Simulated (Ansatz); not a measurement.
# C2H5AlBrCl: one species, many methods

The task here is to estimate one member of a computed series from the others.

Method: functionals in def2-TZVPP, the program's frozen cores in correlated methods; program: Ansatz 0.2.0, Gaussian basis.

Plan: LDA (SPW92), PBE-D4, revPBE-D4, BLYP-D4, r2SCAN-D4, B97M-V, PBE0-D4, B3LYP-D4, r2SCANh-D4, r2SCAN0-D4, HSE06-D4, BHLYP-D4, CAM-B3LYP-D4, LC-ωPBE, ωB97X-V, ωB97M-V, B2PLYP, PBE-QIDH; CCSD(T)/def2-SVP; CCSD(T)/def2-TZVPP; MP2/def2-QZVPP; extrapolation to the limit; RPA on PBE.

### Structure used throughout

An earlier PBE0-D4 in a triple-zeta def2 set relaxation fixed the geometry.

SMILES `C[CH2][Al]([Cl])[Br]`, 10 atoms, charge 0, spin multiplicity 1.

Atoms are counted from 1 here; the program's logs count them from 0.

Bond lengths: C1–C2 1.527 Å, C1–H6 1.092 Å, C1–H7 1.093 Å, C1–H8 1.092 Å, C2–Al3 1.940 Å, C2–H9 1.097 Å, C2–H10 1.097 Å, Al3–Cl4 2.092 Å, Al3–Br5 2.251 Å. Angles: C2–C1–H6 111.7°, C2–C1–H7 111.4°, C2–C1–H8 111.7°, H6–C1–H7 107.5°, H6–C1–H8 106.8°, H7–C1–H8 107.5°, C1–C2–Al3 116.2°, C1–C2–H9 110.9°, C1–C2–H10 110.9°, Al3–C2–H9 106.7°, Al3–C2–H10 106.7°, H9–C2–H10 104.6°, C2–Al3–Cl4 121.1°, C2–Al3–Br5 122.0°, Cl4–Al3–Br5 117.0°.

Set-up of the first run:

in.yaml reads:

```yaml
crystal:
  periodic: [false, false, false]
  atoms:
    - {symbol: C, position_ang: [-0.425602, 0.112578, 1.294649]}
    - {symbol: C, position_ang: [0.354574, -0.579200, 0.179457]}
    - {symbol: Al, position_ang: [0.262254, 0.249464, -1.572749]}
    - {symbol: Cl, position_ang: [1.270676, -0.573784, -3.210703]}
    - {symbol: Br, position_ang: [-0.924613, 2.126542, -1.942563]}
    - {symbol: H, position_ang: [-1.492437, 0.169479, 1.066870]}
    - {symbol: H, position_ang: [-0.320837, -0.418902, 2.244518]}
    - {symbol: H, position_ang: [-0.082104, 1.137380, 1.452834]}
    - {symbol: H, position_ang: [0.022597, -1.617565, 0.054800]}
    - {symbol: H, position_ang: [1.418592, -0.657195, 0.435787]}
basis:
  gaussian: {orbitals: def2-TZVPP}
hamiltonian: {xc: lda}
output: {orbitals: {seedname: orbitals}}
```

Among the steps run: LDA; PBE-D4 (GGA); revPBE-D4 (GGA); BLYP-D4 (GGA); r2SCAN-D4 (meta-GGA); B97M-V (meta-GGA); PBE0-D4 (hybrid); B3LYP-D4 (hybrid); r2SCANh-D4 (hybrid); r2SCAN0-D4 (hybrid); HSE06-D4 (hybrid); BHLYP-D4 (hybrid); CAM-B3LYP-D4 (range-separated); LC-ωPBE-D4 (range-separated; the results give it without D4); ωB97X-V (range-separated); ωB97M-V (range-separated); B2PLYP (double hybrid); PBE-QIDH (double hybrid).

One of the session's tables, all rows but one given; the rest of the session is left out.

It belongs to the step «Frontier levels by functional». 

```
  functional  HOMO (eV)  gap (eV)
 LDA (SPW92)      -7.12      5.08
      PBE-D4      -6.98      5.22
   revPBE-D4      -6.93      5.29
     BLYP-D4      -6.85      5.23
   r2SCAN-D4      -7.25      5.79
      B97M-V      -7.32      5.77
     PBE0-D4          ?         ?
    B3LYP-D4      -8.02      6.83
  r2SCANh-D4      -7.71      6.51
  r2SCAN0-D4      -8.41      7.58
    HSE06-D4      -7.84      6.46
    BHLYP-D4      -9.39      9.19
CAM-B3LYP-D4      -9.58      9.54
     LC-ωPBE     -10.93     11.97
     ωB97X-V     -10.57     11.49
     ωB97M-V     -10.41     11.07
```

**Question.** Estimate the row for PBE0-D4.

**Answer.** HOMO (eV): -8.23; gap (eV): 7.23. In the column «HOMO (eV)» it lies between r2SCAN0-D4 (-8.41) and B3LYP-D4 (-8.02).
